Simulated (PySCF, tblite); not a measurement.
**C6H8ClO radical: geometry, infrared bands and EPR parameters**

Aim: predict the infrared bands and EPR parameters of C6H8ClO radical (`C=C1C[C@H]1OC[CH]Cl`).

The runs use tblite 0.8.0 and PySCF 2.14.0, with density-fitted response routines of our own; the level of theory stands in each step. All values are computed, except where a source is named. Atoms are numbered from 0 throughout.

**1. The molecule as given**

16 atoms, charge 0, multiplicity 2; geometry from: force field or distance geometry start.

Bonds of the start (Å): C0–C1 1.32, C1–C2 1.50, C2–C3 1.51, C3–O4 1.36, O4–C5 1.38, C5–C6 1.48, C6–Cl7 1.77, C3–C1 1.50, C0–H8 1.08, C0–H9 1.10, C2–H10 1.11, C2–H11 1.10, C3–H12 1.12, C5–H13 1.13, C5–H14 1.13, C6–H15 1.10.

**2. Relaxing the molecule with GFN2-xTB**

Job settings and geometry (Å):

```
{"job": {"kind": "relax", "xc": "GFN2-xTB", "basis": "xTB"}, "charge": 0, "multiplicity": 2}
C     -2.583700     1.138700    -0.072400
C     -1.727700     0.142200    -0.187200
C     -1.296000    -1.259500    -0.491800
C     -0.292500    -0.244000     0.009000
O      0.586000     0.323700    -0.864200
C      1.769200     0.593300    -0.208000
C      2.419600    -0.633900     0.314500
Cl     3.929100    -0.301600     1.180300
H     -3.628500     1.066000    -0.316600
H     -2.250200     2.117600     0.293700
H     -1.180300    -1.520200    -1.567000
H     -1.606700    -2.092700     0.157000
H      0.070400    -0.377800     1.060300
H      2.462100     1.119500    -0.925300
H      1.541700     1.328300     0.622500
H      1.779800    -1.390800     0.786200
```

The run is started by

```console
$ OMP_NUM_THREADS=1 python probes_run.py task.json out
```

One launch serves the whole session: the jobs run in the order shown.

The log of the run:

```text
step      E/eV     max force
  0    -690.41191    2.686
  1    -690.59893    0.953
  2    -690.65562    0.523
  3    -690.68178    0.894
  4    -690.70143    0.600
  5    -690.71802    0.357
  6    -690.74320    0.534
  7    -690.76214    0.495
  8    -690.77633    0.306
  9    -690.78864    0.324
 10    -690.79889    0.294
 11    -690.80624    0.224
 12    -690.81136    0.163
 13    -690.81563    0.184
 14    -690.82053    0.202
 15    -690.82565    0.218
 16    -690.83014    0.187
 17    -690.83416    0.146
 18    -690.83826    0.161
 19    -690.84224    0.168
 20    -690.84565    0.134
 21    -690.84827    0.100
 22    -690.85049    0.144
 23    -690.85264    0.134
 24    -690.85459    0.107
 25    -690.85592    0.182
 26    -690.85681    0.147
 27    -690.85788    0.081
 28    -690.85878    0.061
 29    -690.85954    0.071
 30    -690.86033    0.074
 31    -690.86099    0.064
 32    -690.86164    0.059
 33    -690.86229    0.059
 34    -690.86288    0.079
 35    -690.86346    0.065
 36    -690.86398    0.056
 37    -690.86457    0.057
 38    -690.86531    0.078
 39    -690.86618    0.099
 40    -690.86698    0.078
 41    -690.86759    0.055
 42    -690.86810    0.051
 43    -690.86863    0.061
 44    -690.86916    0.072
 45    -690.86960    0.083
 46    -690.87007    0.089
 47    -690.87062    0.085
 48    -690.87179    0.080
 49    -690.87248    0.077
 50    -690.87368    0.089
 51    -690.87484    0.109
 52    -690.87639    0.110
 53    -690.87785    0.093
 54    -690.87851    0.162
 55    -690.87945    0.085
 56    -690.88002    0.060
 57    -690.88107    0.068
 58    -690.88152    0.055
 59    -690.88200    0.046
 60    -690.88224    0.032
 61    -690.88251    0.041
 62    -690.88278    0.046
 63    -690.88301    0.049
 64    -690.88315    0.036
 65    -690.88327    0.027
 66    -690.88340    0.028
 67    -690.88361    0.043
 68    -690.88383    0.047
 69    -690.88409    0.041
 70    -690.88436    0.037
 71    -690.88466    0.046
 72    -690.88493    0.046
 73    -690.88503    0.091
 74    -690.88524    0.039
 75    -690.88540    0.023
 76    -690.88565    0.031
 77    -690.88580    0.035
 78    -690.88596    0.035
 79    -690.88614    0.037
 80    -690.88640    0.041
 81    -690.88689    0.061
 82    -690.88766    0.087
 83    -690.88865    0.095
 84    -690.88976    0.088
 85    -690.89088    0.103
 86    -690.89202    0.096
 87    -690.89280    0.071
 88    -690.89343    0.055
 89    -690.89399    0.070
 90    -690.89478    0.079
 91    -690.89584    0.086
 92    -690.89806    0.120
 93    -690.89980    0.132
 94    -690.90220    0.129
 95    -690.90411    0.153
 96    -690.90628    0.212
 97    -690.90913    0.137
 98    -690.91138    0.137
 99    -690.91337    0.131
100    -690.91482    0.119
101    -690.91587    0.184
102    -690.91699    0.095
103    -690.91809    0.093
104    -690.91923    0.096
105    -690.92063    0.107
106    -690.92224    0.142
107    -690.92482    0.133
108    -690.92697    0.178
109    -690.92839    0.150
110    -690.92683    0.310
111    -690.93220    0.197
112    -690.93385    0.111
113    -690.93676    0.294
114    -690.93950    0.180
115    -690.94374    0.088
116    -690.94567    0.314
117    -690.94976    0.135
118    -690.95218    0.100
119    -690.95158    0.238
120    -690.95534    0.156
121    -690.95663    0.136
122    -690.95937    0.104
123    -690.96077    0.100
124    -690.96284    0.080
125    -690.96429    0.124
126    -690.96564    0.114
127    -690.96717    0.133
128    -690.96907    0.114
129    -690.97047    0.137
130    -690.97216    0.080
131    -690.97378    0.077
132    -690.97606    0.075
133    -690.97739    0.082
134    -690.97856    0.106
135    -690.97949    0.116
136    -690.98046    0.052
137    -690.98119    0.077
138    -690.98170    0.092
139    -690.98214    0.079
140    -690.98264    0.051
141    -690.98298    0.047
142    -690.98336    0.056
143    -690.98372    0.071
144    -690.98411    0.070
145    -690.98460    0.066
146    -690.98515    0.053
147    -690.98562    0.046
148    -690.98589    0.029
149    -690.98601    0.025
150    -690.98610    0.017
151    -690.98617    0.022
152    -690.98625    0.022
153    -690.98634    0.031
154    -690.98649    0.034
155    -690.98670    0.045
156    -690.98694    0.044
157    -690.98715    0.027
158    -690.98729    0.028
159    -690.98738    0.026
160    -690.98744    0.024
161    -690.98748    0.018
162    -690.98752    0.016
163    -690.98757    0.019
164    -690.98763    0.029
165    -690.98772    0.034
166    -690.98785    0.032
167    -690.98801    0.036
168    -690.98817    0.041
169    -690.98829    0.034
170    -690.98837    0.022
171    -690.98842    0.019
172    -690.98846    0.017
173    -690.98850    0.020
174    -690.98855    0.026
175    -690.98860    0.025
176    -690.98867    0.024
177    -690.98872    0.017
178    -690.98877    0.015
179    -690.98880    0.015
180    -690.98882    0.009
```

Run time: 1 s. Hardware: 1 thread of Arm Neoverse V2, shared host.

Along the way: (not every step is listed)

```tsv
step	energy from step 0 (eV)	largest force (eV/Å)
0	0.0000	2.6863
1	-0.1870	0.9530
2	-0.2437	0.5229
3	-0.2699	0.8945
4	-0.2895	0.6001
5	-0.3061	0.3566
6	-0.3313	0.5338
7	-0.3502	0.4948
8	-0.3644	0.3060
24	-0.4427	0.1067
40	-0.4551	0.0776
56	-0.4681	0.0601
72	-0.4730	0.0460
88	-0.4815	0.0551
104	-0.5073	0.0961
120	-0.5434	0.1562
136	-0.5685	0.0515
152	-0.5743	0.0222
168	-0.5763	0.0413
175	-0.5767	0.0251
176	-0.5768	0.0242
177	-0.5768	0.0171
178	-0.5769	0.0146
179	-0.5769	0.0147
180	-0.5769	0.0095
```

Close pairs (by a distance rule), those that changed most:

```tsv
bond	before (Å)	after (Å)	change (Å)
C6–Cl7	1.772	1.691	-0.081
O4–C5	1.380	1.433	+0.054
C5–H14	1.132	1.097	-0.035
C1–C2	1.498	1.464	-0.034
C5–H13	1.128	1.094	-0.034
C3–O4	1.363	1.396	+0.033
C2–H10	1.112	1.081	-0.032
C3–H12	1.120	1.091	-0.030
```

The next job starts from the end point, and lists it.

**3. Harmonic vibrations with GFN2-xTB**

Job settings and geometry (Å):

```
{"job": {"kind": "ir", "xc": "GFN2-xTB", "basis": "xTB"}, "charge": 0, "multiplicity": 2}
C     -1.749400     1.197551     0.519402
C     -1.349870     0.044754     0.047087
C     -1.635313    -1.150287    -0.749370
C     -0.277120    -0.954560    -0.095442
O      0.813650    -0.728541    -0.936697
C      1.612880     0.412472    -0.599311
C      2.357474     0.241052     0.666953
Cl     1.703617     0.831832     2.109891
H     -2.746368     1.566469     0.335909
H     -1.106364     1.821629     1.119465
H     -1.680208    -1.041219    -1.823424
H     -2.288588    -1.914812    -0.354725
H     -0.041237    -1.571532     0.772277
H      2.313404     0.490972    -1.435996
H      0.979417     1.306838    -0.559318
H      3.086427    -0.543674     0.774338
```

The log of the run:

```text
mode    cm-1     km/mol
  1      39.2      0.29
  2      43.1      0.03
  3      90.1      4.15
  4     139.2      0.27
  5     265.2     15.39
  6     291.4      3.45
  7     325.2      1.90
  8     364.8      4.14
  9     391.6     25.68
 10     494.4     12.51
 11     554.7     14.59
 12     679.0      4.63
 13     751.1      5.61
 14     802.1      6.69
 15     842.8      0.11
 16     892.9     17.35
 17     937.1     21.47
 18     941.0     30.09
 19     978.1      5.38
 20    1000.2      8.57
 21    1043.5     11.00
 22    1048.2     12.98
 23    1088.3     14.12
 24    1096.5      1.17
 25    1116.8     27.41
 26    1178.3      7.89
 27    1199.1      4.02
 28    1248.0     31.99
 29    1291.0     24.27
 30    1306.3      0.14
 31    1400.6      1.21
 32    1425.4      4.77
 33    1432.1      4.84
 34    1880.5     13.98
 35    2912.1     22.85
 36    2934.4     43.34
 37    2946.1     15.02
 38    3072.2     18.09
 39    3077.7     22.63
 40    3084.4     11.65
 41    3095.8     39.07
 42    3098.8      4.97
```

Run time: 0.44 s. Hardware: 1 thread of Arm Neoverse V2, shared host.

Which atoms move in the most intense modes:

```tsv
cm⁻¹	km/mol	atoms
392	25.7	H15 32 %, C5 13 %, O4 11 %
941	30.1	O4 33 %, C5 28 %
1117	27.4	C1 28 %, C2 21 %, H8 12 %, C3 10 %
1248	32.0	H13 54 %, H15 16 %
1291	24.3	H12 59 %, C3 26 %
2912	22.9	H14 93 %
2934	43.3	H12 92 %
3096	39.1	H9 60 %, H8 29 %
```

**4. g tensor and hyperfine couplings: B3LYP/pcH-1**

Settings changed since step 3:

```diff
@@ -1,2 +1,2 @@
-{"job": {"kind": "ir", "xc": "GFN2-xTB", "basis": "xTB"}, "charge": 0, "multiplicity": 2}
+{"job": {"kind": "epr", "basis": "pcH-1"}, "charge": 0, "multiplicity": 2}
 C     -1.749400     1.197551     0.519402
```

Method: UKS B3LYP, pcH-1 on C Cl H O, non-relativistic, mean-field spin-orbit, GIAO.

The log of the run:

```text
UKS, coarse grid
  cycle   1  E = -768.66897761  |g| = 4.67e-01
  cycle   2  E = -768.53936788  |g| = 7.46e-01
  cycle   3  E = -768.74637294  |g| = 1.20e-01
  cycle   4  E = -768.75142622  |g| = 4.54e-02
  cycle   5  E = -768.75241439  |g| = 1.19e-02
  cycle   6  E = -768.75247511  |g| = 6.35e-03
  cycle   7  E = -768.75249555  |g| = 2.46e-03
  cycle   8  E = -768.75249848  |g| = 9.00e-04
UKS, final grid
  cycle   1  E = -768.75244167  |g| = 1.22e-03
  cycle   2  E = -768.75244037  |g| = 2.07e-03
  cycle   3  E = -768.75244238  |g| = 2.21e-04
  cycle   4  E = -768.75244240  |g| = 4.66e-05
  cycle   5  E = -768.75244241  |g| = 3.05e-05
  cycle   6  E = -768.75244241  |g| = 7.35e-06
E = -768.75244241 Eh   <S^2> = 0.7541 (exact 0.7500)
g shifts (ppm)      1          2          3
  rmc          -192       -192       -192
  gc              5         33         26
  oz_so        -503       5800       7157
  total        -690       5641       6991
hyperfine (MHz)  atom isotope    a_iso     a_fc   dipolar eigenvalues
    0   13C       0.26       0.26     -0.40      0.02      0.37
    1   13C      -0.26      -0.26     -0.39     -0.22      0.61
    2   13C       1.89       1.89     -0.55     -0.34      0.89
    3   13C      -2.06      -2.06     -0.91     -0.52      1.43
    4   17O     -31.69     -31.65    -24.76     11.85     12.92
    5   13C     -12.61     -12.61     -1.75     -0.72      2.47
    6   13C     134.04     133.45    -78.34    -77.56    155.90
    7  35Cl       8.08       8.11    -34.40    -24.52     58.91
    8    1H      -0.12      -0.12     -0.57     -0.49      1.07
    9    1H      -0.09      -0.09     -1.32     -1.12      2.43
   10    1H       0.04       0.04     -0.90     -0.70      1.60
   11    1H       0.92       0.92     -0.64     -0.54      1.18
   12    1H      -1.27      -1.27     -3.13     -1.95      5.08
   13    1H      33.59      33.60     -6.53     -3.37      9.90
   14    1H       2.79       2.78     -5.52     -3.89      9.40
   15    1H     -53.43     -53.57    -35.40     -2.44     37.84
```

Run time: 89 s. Hardware: 1 thread of Arm Neoverse V2, shared host; peak memory 0.97 GiB.

Principal g values 2.00163, 2.00796, 2.00931; g(iso) = 2.00630, against 2.00232 for a free electron.

Hyperfine couplings, nucleus by nucleus at this fixed geometry (no averaging over rotations):

```tsv
nuclei	isotope	a(iso) (MHz)	a(iso) (G, at g = 2.0023)	largest dipolar term (MHz)
C6	13C	134.0	47.8	155.9
H15	1H	-53.4	-19.1	37.8
H13	1H	33.6	12.0	9.9
O4	17O	-31.7	-11.3	-24.8
C5	13C	-12.6	-4.5	2.5
Cl7	35Cl	8.1	2.9	58.9
H14	1H	2.8	1.0	9.4
C3	13C	-2.1	-0.7	1.4
C2	13C	1.9	0.7	0.9
H12	1H	-1.3	-0.5	5.1
H11	1H	0.9	0.3	1.2
C0	13C	0.3	0.1	-0.4
C1	13C	-0.3	-0.1	0.6
H8	1H	-0.1	0.0	1.1
```

Mulliken spin populations:

C0 0.00; C1 0.00; C2 0.00; C3 0.00; O4 0.06; C5 -0.05; C6 0.91; Cl7 0.11; H8 0.00; H9 0.00; H10 0.00; H11 0.00; H12 0.00; H13 0.01; H14 0.00; H15 -0.04

In first order the couplings over 0.8 MHz of 1H, 35Cl give 128 distinct lines over 41.5 G.

Orbitals, density, ELF and potential are computed afterwards from the orbital file.

ELF in a plane through or near 5 of the atoms.

Ten even steps from '0' (0.00) to '9' (1.00):
```
0000000000000000000000000000
0000000000000000000000000000
0000000000000000000000000000
0000000011000169720010000000
0000000133200499952587100000
0000000245410499977999720000
0000000133200169825999720000
0000234421000003634675100000
0002578863110014787200000000
0002568759630147216410000000
0001356579631257579731000000
0000133123476864542541000000
0000000000584765731542000000
0000000001688521467631000000
0000000000476200234310000000
0000000000011000000000000000
0000000000000000000000000000
0000000000000000000000000000
0000000000000000000000000000
0000000000000000000000000000
```
The map spans 11.4 Å across and 9.8 Å up, centred on the molecule. Atoms in the plane (x, y in Å): C0 (1.5, 1.5), C1 (1.3, 0.3), C2 (1.8, -1.1), O4 (-0.6, -1.2), H9 (0.8, 2.3).

On the surface of density 0.002 e/bohr³ the electrostatic potential runs, from the 1st to the 99th percentile, from -1.31 V near O4 to 0.94 V near H15.

The spin density lies nearest to C6 63 %; Cl7 16 %; H15 8 %; O4 6 %.

**5. Summary of results**

```
                                 quantity                 value
strongest single infrared mode (GFN2-xTB)  2934 cm⁻¹, 43 km/mol
             zero-point energy (GFN2-xTB)         75.5 kcal/mol
                           g(iso) (B3LYP)               2.00630
                                     ⟨S²⟩    0.754 (exact 0.75)
                           largest a(iso)  13C on C6, 134.0 MHz
    surface potential, 1st and 99th percentile    -1.31 V and 0.94 V
```

**Reading.** The optimisation took 180 steps and gained 0.577 eV; among the close pairs (by a distance rule), C6–Cl7 changed most, from 1.772 to 1.691 Å. No mode is imaginary among the 42: a minimum at this level. The strongest single mode, at 2934 cm⁻¹, moves mainly H12. Unscaled tight-binding wavenumbers are off by several per cent, some by more. Its intensities can rank the bands wrongly. Most of the unpaired spin sits on C6 (0.91 e). The isotropic g lies 4.0 ppt above the free-electron value.
